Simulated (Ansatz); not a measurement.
# CH4FMgN: the cost of one run

Program: Ansatz 0.2.0. Level of theory: RKS PBE/6-31G*. These are calculated values, not measurements.

## Step 1: The system as given

Bond lengths: C1–N2 1.445 Å, N2–Mg3 1.928 Å, Mg3–F4 1.724 Å, C1–H5 1.101 Å, C1–H6 1.095 Å, C1–H7 1.092 Å, N2–H8 1.019 Å. Angles: C1–N2–Mg3 111.5°, C1–N2–H8 107.5°, Mg3–N2–H8 107.9°, N2–C1–H5 114.0°, N2–C1–H6 108.6°, N2–C1–H7 109.0°, H5–C1–H6 108.0°, H5–C1–H7 108.5°, H6–C1–H7 108.8°, N2–Mg3–F4 116.3°.

As a file:

```xyz
8

C    -0.0982    0.8652    0.1357
N    -0.0317   -0.3655    0.8892
Mg    0.8084   -1.7713   -0.1273
F     0.6391   -1.6811   -1.8408
H    -0.6463    0.7795   -0.8151
H    -0.6001    1.6220    0.7474
H     0.9172    1.2049   -0.0799
H    -0.9884   -0.6536    1.0908
```

## Step 2: End point A

The input, input.yaml:

```yaml
crystal:
  periodic: [false, false, false]
  atoms:
    - { symbol: C, position_ang: [-0.09822, 0.86524, 0.13568] }
    - { symbol: "N", position_ang: [-0.03169, -0.36553, 0.88923] }
    - { symbol: Mg, position_ang: [0.80844, -1.77131, -0.12735] }
    - { symbol: F, position_ang: [0.63913, -1.68112, -1.84076] }
    - { symbol: H, position_ang: [-0.64626, 0.77949, -0.81512] }
    - { symbol: H, position_ang: [-0.60014, 1.62199, 0.74745] }
    - { symbol: H, position_ang: [0.91717, 1.20487, -0.07991] }
    - { symbol: H, position_ang: [-0.98843, -0.65364, 1.09079] }
basis:
  gaussian: { orbitals: "6-31G*" }
hamiltonian:
  xc: pbe
relax:
  f_tol: 0.015
  max_steps: 40
```

The run is started by

```bash
> ansatz run input.yaml --threads 1 --pin off --max-ram 2048MiB --backend cpu --events-out ev --progress --plain --runs-dir out
```

What time and memory should one allow on 1 thread of Intel Xeon 6975P-C (Granite Rapids), shared host?

About 24 s, with a peak of 0.18 GiB.
